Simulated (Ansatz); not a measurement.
Relaxation of a periodic cell of 15 atoms, Al$_{8}$N$_{7}$ (host AlN, host structure P6_3mc, one N atom removed), cell charge -2, to a largest force component of 0.03 eV/Å in at most 60 steps.

Method: Ansatz 0.2.0, DFT PBE, scalar-relativistic, plane waves, PAW. Settings: PAW set soft_1, cutoff 420 eV, k mesh 2x2x2, gaussian smearing 0.02 eV, spin collinear.

```xyz
15
Lattice="-3.0810 -5.3364 0.0000 4.6215 -2.6682 0.0000 0.0000 0.0000 5.0310" Properties=species:S:1:pos:R:3:forces:R:3
Al 0.000 -3.558 0.000 0.44 -0.26 0.16
Al 1.540 -4.447 2.515 0.54 -0.31 0.73
N 0.000 -3.558 1.922 0.03 -0.02 -0.27
N 1.540 -4.447 4.437 -0.54 0.31 -0.50
Al 3.081 -3.558 0.000 -0.05 2.36 -0.22
Al 0.000 -1.779 2.515 -0.13 0.61 0.69
N 3.081 -3.558 1.922 -0.05 -1.63 -0.39
N 0.000 -1.779 4.437 -0.40 -0.90 -0.33
Al 1.540 -0.889 0.000 1.76 -1.02 -0.41
Al 3.081 -1.779 2.515 0.09 -0.05 1.07
N 1.540 -0.889 1.922 -0.98 0.57 -0.28
N 4.622 -0.889 6.953 1.38 0.86 -0.39
Al 1.540 -6.226 0.000 -2.07 -1.14 -0.22
Al -1.540 -4.447 2.515 -0.59 -0.19 0.69
N -1.540 -4.447 4.437 0.57 0.80 -0.33
```

Task: Where does it end, and by what steps?

Result: The run converged. Limits of this set-up: coarse k mesh, a small cell, in which the defect meets its images, charged cell in a uniform background, uncorrected. After 7 steps the energy has fallen by 0.999 eV; Al9 moved furthest, 0.24 Å.

```csv
step,energy less start (eV),largest force component (eV/Å),accepted
0,0.0000,2.362,yes
1,-0.7631,0.958,yes
2,-0.9557,0.313,yes
3,-0.9436,0.433,no
4,-0.9913,0.118,yes
5,-0.9810,0.264,no
6,-0.9984,0.038,yes
7,-0.9987,0.015,yes
```

```xyz
15
Lattice="-3.0810 -5.3364 0.0000 4.6215 -2.6682 0.0000 0.0000 0.0000 5.0310" Properties=species:S:1:pos:R:3
Al -0.024 -3.544 0.039
Al 1.565 -4.461 2.560
N 0.020 -3.569 1.941
N 1.502 -4.425 4.439
Al 3.048 -3.378 -0.018
Al 0.002 -1.771 2.561
N 3.091 -3.656 1.887
N 0.000 -1.752 4.451
Al 1.744 -1.007 -0.019
Al 3.093 -1.786 2.434
N 1.472 -0.850 1.907
N 4.712 -0.849 6.918
Al 1.368 -6.288 -0.018
Al -1.546 -4.453 2.561
N -1.563 -4.461 4.451
```

Whether the end is a true minimum wasn't checked by a vibrational analysis.

Run time: 2.9 min on 1 thread of Arm Neoverse V1, with other jobs on the host, peak memory 0.45 GiB.
